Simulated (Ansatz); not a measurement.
# Hf2Sb: the cost of one run

Computed with Ansatz 0.2.0 (DFT PBEsol, scalar-relativistic, plane waves, PAW, unless a step's input says otherwise).

1 further run of the same task is left out (set aside as unsound or not needed).

### Step 1. The starting structure

It takes space group P4_2/mnm (No. 136, tetragonal). The conventional cell has a = 5.296 Å, b = 5.296 Å, c = 3.227 Å, α = 90.00°, β = 90.00°, γ = 90.00°. Hf (site symmetry m2m) is surrounded by 3 N at 2.21 to 2.22 Å. Around N (site symmetry mmm) lie 6 Hf at 2.21 to 2.22 Å.

Structure file:

```cif
data_structure
_symmetry_space_group_name_H-M 'P4_2/mnm'
_symmetry_Int_Tables_number 136
_cell_length_a 5.2955
_cell_length_b 5.2955
_cell_length_c 3.2274
_cell_angle_alpha 90.000
_cell_angle_beta 90.000
_cell_angle_gamma 90.000
_cell_volume 90.51
loop_
_atom_site_label
_atom_site_type_symbol
_atom_site_symmetry_multiplicity
_atom_site_Wyckoff_symbol
_atom_site_fract_x
_atom_site_fract_y
_atom_site_fract_z
_atom_site_occupancy
Hf1 Hf 4 f 0.29546 0.29546 0.00000 1
N1 N 2 a 0.00000 0.00000 0.00000 1
```

It goes back to an entry of the Materials Project, which need not be the stable form.

It is the result of an earlier relaxation at this level (volume 15.08 Å³/atom; gap on the mesh: none (metal)).

(A quick probe on a coarse mesh, which set the mesh and smearing, is not shown.)

### Step 3. Rough relaxation on the coarse mesh (Hf2Sb, the other end member)

Contents of input.yaml:

```yaml
crystal:
  lattice:
    - [5.8687837432, 0.0, 0.0]
    - [0.0, 5.8687837432, 0.0]
    - [0.0, 0.0, 3.5768219996]
  atoms:
    - { symbol: Hf, position: [0.2954633019, 0.2954633019, 0.0] }
    - { symbol: Hf, position: [0.7045366981, 0.7045366981, 0.0] }
    - { symbol: Hf, position: [0.7954633019, 0.2045366981, 0.5] }
    - { symbol: Hf, position: [0.2045366981, 0.7954633019, 0.5] }
    - { symbol: Sb, position: [0.0, 0.0, 0.0] }
    - { symbol: Sb, position: [0.5, 0.5, 0.5] }
basis:
  ecutwfc: 420
kpoints:
  mp_grid: { grid: [4, 4, 6] }
hamiltonian:
  xc: pbesol
scf:
  occupations: { method: gaussian, width: 0.1 }
output:
  forces: true
  stress: true
  eigenvalues: true
relax:
  adjacent_minimum: "off"
  f_tol: 0.05
  max_steps: 60
  cell: { stress_tol: 0.5 }
```

The run is started by

```bash
$ ansatz run input.yaml --threads 2 --pin off --max-ram 5120MiB --backend cpu --events-out ev --progress --plain --runs-dir out
```

Q: Estimate wall time and peak memory on 2 threads of Intel Xeon 6975P-C (Granite Rapids), shared host.

About 30 s, with a peak of 0.69 GiB.
